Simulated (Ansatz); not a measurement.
Working through an atomisation energy of CH3FGeTe, SMILES [F][GeH]1[CH2][Te]1

Program: the Python package of Ansatz (0.2.0).

Interactive session:
```pycon
>>> from collections import Counter
>>> import ansatz as az
>>> BASIS_SET = 'def2-SVP'
>>> XC = 'PBE0'
>>> VDW = 'd3bj'
>>> def energy(molecule, charge=0, unpaired=0):
...     calc = molecule.calculation().basis(gaussian=BASIS_SET).functional(XC, dispersion=VDW)
...     if charge:
...         calc = calc.charge(charge)
...     if unpaired:
...         calc = calc.spin('collinear', total=unpaired)
...     return calc.run(threads=1, pin='off').report['free_energy_ev']
...
>>> GEOMETRY = '''
... F     0.68490   -1.76320   -1.36520
... Ge   -0.17460   -0.99610    0.00280
... C     0.00790    0.90900   -0.02310
... Te    1.46100    0.45810    1.54830
... H    -1.60320   -1.42120    0.39610
... H     0.52830    1.29790   -0.93390
... H    -0.84320    1.44760    0.32930
... '''
>>> molecule = az.Crystal.molecule()
>>> for line in GEOMETRY.strip().splitlines():
...     symbol, *xyz = line.split()
...     molecule = molecule.atom(symbol, [float(v) for v in xyz])
...
>>> unpaired = {'F': 1, 'Ge': 2, 'C': 2, 'Te': 2, 'H': 1}
>>> counts = Counter(site.symbol for site in molecule.cartesian_sites)
>>> atom_energy = {s: energy(az.Crystal.molecule().atom(s, (0, 0, 0)), 0, unpaired[s]) for s in counts}
>>> whole = energy(molecule, 0, 0)
>>> for s, e in atom_energy.items():
...     print(f'{s:2s} x{counts[s]}  {e:14.5f} eV')
...
F  x1     -2708.86787 eV
Ge x1    -56501.58830 eV
C  x1     -1027.52001 eV
Te x1     -7292.27012 eV
H  x3       -13.61361 eV
>>> print(f'CH3FGeTe: {whole:.5f} eV')
CH3FGeTe: -67593.62603 eV
>>> split = sum(counts[s] * e for s, e in atom_energy.items()) - whole
>>> print(f'atomisation energy (no zero-point term): {23.060548 * split:.1f} kcal/mol, {split / sum(counts.values()):.3f} eV an atom')
atomisation energy (no zero-point term): 519.8 kcal/mol, 3.220 eV an atom
```

519.8 kcal/mol from the electronic energies, without the zero-point term.

Total energies depend on the basis set; only differences at equal settings carry meaning. The geometry is a force-field or estimated start, not a minimum of this method, and the basis set is short of its limit. All parts are taken at fixed geometry, without zero-point energy. def2 sets replace the cores of elements past krypton by effective core potentials. The spin-orbit lowering of heavy atoms is left out. Wall time of the script: 5.7 s on 1 thread of Arm Neoverse V2, with other jobs on the host, peak memory 0.29 GiB.
